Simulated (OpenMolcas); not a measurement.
# BBrF2 (SMILES FB(F)Br): HF/ANO-R1 (sfX2C)

Aim: the vertical singlet–triplet gap of BBrF2 at HF/ANO-R1 (sfX2C), from 2 runs. 

The calculation is run with OpenMolcas 26.06.

11 further runs of the same task are left out: 11 set aside as unsound or not needed.

### 1 The molecule

BBrF2 has 4 atoms, charge 0, and is taken as a singlet. As SMILES, `FB(F)Br`. The shape is that of a GFN2-xTB optimisation.

Bond lengths: F1–B2 1.307 Å, B2–F3 1.307 Å, B2–Br4 1.848 Å. Angles: F1–B2–F3 117.1°, F1–B2–Br4 121.4°, F3–B2–Br4 121.4°.

### 2 The energy at HF/ANO-R1 (sfX2C)

job.inp

```
&GATEWAY
 Coord
 4
 angstrom
 F       -0.218540      -1.352020      -0.108660
 B       -0.107960      -0.053410      -0.016000
 F       -1.202630       0.648570      -0.142590
 Br       1.529140       0.756860       0.267250
 Basis = ANO-R1
 Group = NoSym

&SEWARD

&SCF
 Thresholds = 1e-06 0.001 0.001 0.01
 PrOrbitals = 1 1
```

Command:

```console
$ export MOLCAS_MEM=1860
$ pymolcas job.inp > job.log
```

The program printed:

```text
--- Start Module: gateway ---
[...]
--- Stop Module: gateway /rc=_RC_ALL_IS_WELL_ ---
--- Start Module: seward ---
[...]
      Basis functions           81
--- Stop Module: seward /rc=_RC_ALL_IS_WELL_ ---
[...]
--- Start Module: scf ---
[...]
       Convergence after   8 Iterations
[...]
::    Total SCF energy                              -2828.4917238725
[...]
      Total spin, S                                     0.0000000000
[...]
      Total electronic charge=   58.000000
      Total            charge=   -0.000000
[...]
      Dipole Moment (debye):
      Origin of the operator (angstrom)=    0.7230    0.3578    0.1262
                   X=  5.6386E-01               Y=  2.7938E-01               Z=  1.1283E-01           Total=  6.3932E-01
      Quadrupole Moment (debye*angstrom):
[...]
--- Stop Module: scf /rc=_RC_ALL_IS_WELL_ ---
[...]
```

Run time: 11 s. Hardware: 1 thread of Arm Neoverse V1, shared host; peak memory 0.47 GiB.

### 3 The triplet at the same level

job.inp

```
&GATEWAY
  Coord
  4
  angstrom
  F       -0.218540      -1.352020      -0.108660
  B       -0.107960      -0.053410      -0.016000
  F       -1.202630       0.648570      -0.142590
  Br       1.529140       0.756860       0.267250
  Basis = ANO-R1
  Group = NoSym

&SEWARD

&SCF
  UHF
  Spin = 3
  Thresholds = 1e-06 0.001 0.001 0.01
  PrOrbitals = 1 1
```

Command:

```console
$ export MOLCAS_MEM=1860
$ pymolcas job.inp > job.log
```

The program printed:

```text
--- Start Module: gateway ---
[...]
--- Stop Module: gateway /rc=_RC_ALL_IS_WELL_ ---
--- Start Module: seward ---
[...]
      Basis functions           81
--- Stop Module: seward /rc=_RC_ALL_IS_WELL_ ---
[...]
--- Start Module: scf ---
[...]
       Convergence after  15 Iterations
[...]
::    Total SCF energy                              -2828.2178337928
[...]
      Total spin, S                                     1.0050319604
[...]
      Total electronic charge=   58.000000
      Total            charge=   -0.000000
[...]
      Dipole Moment (debye):
      Origin of the operator (angstrom)=    0.7230    0.3578    0.1262
                   X=  4.7300E+00               Y=  2.3394E+00               Z=  7.1962E-01           Total=  5.3257E+00
      Quadrupole Moment (debye*angstrom):
[...]
--- Stop Module: scf /rc=_RC_ALL_IS_WELL_ ---
[...]
```

It took 13 s on 1 thread of Arm Neoverse V1, shared host; peak memory 0.47 GiB.

### 4 What came out

At HF/ANO-R1 (sfX2C):

```
                                        quantity           value
                           singlet: total energy  -2828.49172 Eh
                          singlet: dipole moment          0.64 D
                            singlet: HOMO energy       -12.17 eV
                            singlet: LUMO energy         3.22 eV
                          singlet: HOMO–LUMO gap        15.40 eV
                           triplet: total energy  -2828.21783 Eh
                          triplet: dipole moment          5.33 D
     triplet: HOMO energy (highest over α and β)        -4.55 eV
      triplet: LUMO energy (lowest over α and β)        -3.27 eV
                                   triplet: ⟨S²⟩           2.015
vertical energy of the triplet above the singlet        7.453 eV
```

What this shows: At this shape the triplet lies 7.45 eV (719 kJ/mol) above the singlet. Mulliken charges (singlet) run from -0.22 on F1 to +0.50 on B2; they depend strongly on the basis. Mulliken charges (triplet) run from -0.26 on F1 to +0.43 on Br4; they depend strongly on the basis.
